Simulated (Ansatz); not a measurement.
# InH₂+ (triplet): the correlation ladder at angle H2–In1–H3 = 140.4°, def2-TZVPP

Aim: climb from Hartree-Fock through coupled cluster and multireference methods for InH₂+ (triplet) at one geometry and basis, and see what each rung misses.

Computed with Ansatz 0.2.0, Gaussian basis. Level: def2-TZVPP, core rule «outside noble gas», up to 9 orbitals frozen.

To be run: UHF; CCSD(T) on ROHF; CCSD(T) on UHF; BCCD(T) on ROHF; CCSDT(Q) on ROHF; CCSDT(Q) on UHF; CASSCF and NEVPT2, 4 electrons in 4 orbitals; CASSCF and MRCISD+Q, 4 electrons in 6 orbitals; CASSCF and NEVPT2, 4 electrons in 6 orbitals; Full CI.

13 further runs of the same task are left out: 11 that didn't finish, 2 set aside as unsound or not needed.

### 1 What is computed

The geometry derives from a PBE0/def2-TZVP stationary point (not a proven minimum). One angle is set to the value named; bond lengths are kept. No spin-orbit coupling is included. Elements past krypton take def2 core potentials.

3 atoms, charge 1, spin multiplicity 3.

Atoms are counted from 1 here; the program's logs count them from 0.

Bond lengths: In1–H2 1.966 Å, In1–H3 1.966 Å. Angles: H2–In1–H3 140.4°.

### 2 UHF

in.yaml reads:

```yaml
crystal:
  periodic: [false, false, false]
  atoms:
    - {symbol: In, position_ang: [0.000000, 0.000000, -0.011493]}
    - {symbol: H, position_ang: [0.000000, 1.850102, 0.654585]}
    - {symbol: H, position_ang: [0.000000, -1.850102, 0.654585]}
basis:
  gaussian: {orbitals: def2-TZVPP}
total_charge: 1
magnetization: {spin_polarized: true, initial_magnetization: 2}
hamiltonian: {xc: hf}
output: {orbitals: {seedname: orbitals}}
```

Launch:

```bash
$ ansatz run in.yaml --threads 1 --pin off --events-out ev --progress --plain --max-ram 2393MiB
```

After this run come: CCSD(T) on ROHF; CCSD(T) on UHF; BCCD(T) on ROHF; CCSDT(Q) on ROHF; CCSDT(Q) on UHF; CASSCF and NEVPT2, 4 electrons in 4 orbitals; CASSCF and MRCISD+Q, 4 electrons in 6 orbitals; CASSCF and NEVPT2, 4 electrons in 6 orbitals; Full CI.

Before running them: what should the planned runs give, taken together? Wanted: FCI below the RHF energy; RMP2 from FCI; UMP2 from FCI; RCCSD from FCI; RCCSD(T) from FCI; UCCSD(T) from FCI; RCCSDT(Q) from FCI; UCCSDT(Q) from FCI; NEVPT2 pair from FCI.

The runs gave:

| quantity | value |
| --- | --- |
| FCI below the RHF energy | -1.6866 eV |
| RMP2 from FCI | +12.52 kcal/mol |
| UMP2 from FCI | +10.85 kcal/mol |
| RCCSD from FCI | +0.79 kcal/mol |
| RCCSD(T) from FCI | +0.11 kcal/mol |
| UCCSD(T) from FCI | -0.22 kcal/mol |
| RCCSDT(Q) from FCI | -0.11 kcal/mol |
| UCCSDT(Q) from FCI | -0.45 kcal/mol |
| NEVPT2 pair from FCI | +8.95 kcal/mol |
| NEVPT2 valence from FCI | +3.12 kcal/mol |
| MRCISD+Q valence from FCI | +0.05 kcal/mol |
| levels within 1 kcal/mol (43 meV) | RCCSD, UCCSD, RCCSD(T), UCCSD(T), BCCD(T), RCCSDT, UCCSDT, RCCSDT(Q), UCCSDT(Q), MRCISD valence, MRCISD+Q valence |
| T1 diagnostic | 0.078 |
| effectively unpaired electrons | 2.05 |

**Reading.** RCCSD(T) lands +0.11 kcal/mol from the yardstick (0.3 % of the correlation energy). UCCSD(T), RCCSDT, UCCSDT, RCCSDT(Q), UCCSDT(Q) fall below full CI: unrestricted runs freeze a spin-polarised core, another one than full CI's, and coupled cluster isn't variational. The occupations are near whole numbers, but T1 = 0.078 shows that the orbitals relax strongly. Of the multireference levels listed MRCISD+Q valence comes nearest in total energy (+0.05 kcal/mol), which doesn't show that its space is the better one. These misses are within one basis, not against nature; the frozen cores of restricted and unrestricted runs differ, which can shift their rows.
